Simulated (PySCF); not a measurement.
# B3LYP/def2-SVP (core potential) run of SnH2F2 (SMILES [F][SnH2][F])

Aim: the vertical ionisation energy of SnH2F2 at B3LYP/def2-SVP (core potential), from 2 runs. Input form: a Python script.

The calculation is run with PySCF 2.14.0.

2 further runs of the same task are left out: 2 set aside as unsound or not needed.

## 1. Starting point

The species is SnH2F2 (5 atoms), meant as a singlet with charge 0. As SMILES, `[F][SnH2][F]`. Geometry: relaxed at PBE0-D4/def2-TZVP.

Bond lengths: F1–Sn2 1.909 Å, Sn2–F3 1.909 Å, Sn2–H4 1.692 Å, Sn2–H5 1.692 Å. Angles: F1–Sn2–F3 103.3°, F1–Sn2–H4 107.1°, F1–Sn2–H5 107.1°, F3–Sn2–H4 107.1°, F3–Sn2–H5 107.1°, H4–Sn2–H5 123.6°.

## 2. The energy at B3LYP/def2-SVP (core potential)

run.py reads:

```python
# [F][SnH2][F]
from pyscf import gto, dft

mol = gto.M(
    atom=[
    ('F', (-0.343500, -0.356300, 1.741400)),
    ('Sn', (0.128900, -0.073200, -0.086200)),
    ('F', (-1.231200, 1.110700, -0.712400)),
    ('H', (-0.087400, -1.547100, -0.889100)),
    ('H', (1.583200, 0.792100, -0.095000)),
],
    basis='def2-svp',
    max_memory=1860,
    verbose=3,
    ecp={'Sn': 'def2-svp'},
    charge=0,
)

myscf = dft.RKS(mol)
myscf.xc = 'b3lyp'
myscf.grids.level = 5
myscf.conv_tol = 1e-10
myscf.kernel()
if not myscf.converged:
    myscf = myscf.newton().run(myscf.mo_coeff, myscf.mo_occ)

energy = myscf.e_tot
print('Final energy', energy)
```

Run with:

```sh
$ OMP_NUM_THREADS=1 python run.py
```

Standard output:

```text
converged SCF energy = -415.124175442219
Final energy -415.12417544221876
```

It took 9.6 s on 1 thread of Arm Neoverse V1, shared host; peak memory 0.33 GiB.

## 3. The doublet cation

input.py reads:

```python
from pyscf import gto, dft

molecule = gto.M(
    atom='''
F     -0.343500    -0.356300     1.741400
Sn     0.128900    -0.073200    -0.086200
F     -1.231200     1.110700    -0.712400
H     -0.087400    -1.547100    -0.889100
H      1.583200     0.792100    -0.095000
''',
    ecp={'Sn': 'def2-svp'},
    verbose=4,
    basis='def2-svp',
    spin=1,
    max_memory=1860,
    charge=1,
)

mf = dft.UKS(molecule, xc='b3lyp')
mf.grids.level = 5
mf.conv_tol = 1e-10
mf.kernel()
if not mf.converged:
    mf = mf.newton().run(mf.mo_coeff, mf.mo_occ)

energy = mf.e_tot
print('Final energy', energy)
```

Run with:

```sh
$ OMP_NUM_THREADS=1 python input.py
```

Standard output:

```text
PySCF version 2.14.0

[INPUT] num. atoms = 5
[INPUT] num. electrons = 41
[INPUT] charge = 1
[INPUT] spin (= nelec alpha-beta = 2S) = 1
[INPUT] symmetry False subgroup None
[INPUT] Mole.unit = angstrom
[INPUT] Symbol           X                Y                Z      unit          X                Y                Z       unit  Magmom
[INPUT]  1 F     -0.343500000000  -0.356300000000   1.741400000000 AA   -0.649120923788  -0.673309418183   3.290769073318 Bohr   0.0
[INPUT]  2 Sn     0.128900000000  -0.073200000000  -0.086200000000 AA    0.243585697456  -0.138327952318  -0.162894391938 Bohr   0.0
[INPUT]  3 F     -1.231200000000   1.110700000000  -0.712400000000 AA   -2.326630804565   2.098918806554  -1.346240891140 Bohr   0.0
[INPUT]  4 H     -0.087400000000  -1.547100000000  -0.889100000000 AA   -0.165162063287  -2.923595287315  -1.680155497351 Bohr   0.0
[INPUT]  5 H      1.583200000000   0.792100000000  -0.095000000000 AA    2.991814400411   1.496852063268  -0.179523981834 Bohr   0.0

nuclear repulsion = 144.609737094107
number of shells = 28
number of NR pGTOs = 123
number of NR cGTOs = 64
basis = def2-svp
ecp = {'Sn': 'def2-svp'}

[... 34 lines left out ...]
WARN: HOMO -0.877535007997345 >= LUMO -0.877535007997338
[... 50 lines left out ...]
converged SCF energy = -414.681455939549  <S^2> = 0.7638192  2S+1 = 2.0137718
Final energy -414.68145593954864
```

Run time: 18 s. Hardware: 1 thread of Arm Neoverse V1, shared host; peak memory 0.34 GiB.

## 4. What came out

At B3LYP/def2-SVP (core potential):

| quantity | value |
| --- | --- |
| singlet SnH2F2: total energy | -415.12418 Eh |
| singlet SnH2F2: dipole moment | 3.32 D |
| singlet SnH2F2: HOMO energy | -9.40 eV |
| singlet SnH2F2: LUMO energy | -0.96 eV |
| singlet SnH2F2: HOMO–LUMO gap | 8.44 eV |
| doublet cation: total energy | -414.68146 Eh |
| doublet cation: HOMO energy (highest over α and β) | -16.64 eV |
| doublet cation: LUMO energy (lowest over α and β) | -14.69 eV |
| doublet cation: ⟨S²⟩ | 0.764 |
| vertical ionisation energy (to the doublet cation) | 12.047 eV |

**Reading.** Removing an electron at fixed nuclei costs 12.05 eV (1162 kJ/mol). The negative HOMO energy of the first species, 9.40 eV, lies 2.65 eV below that difference.
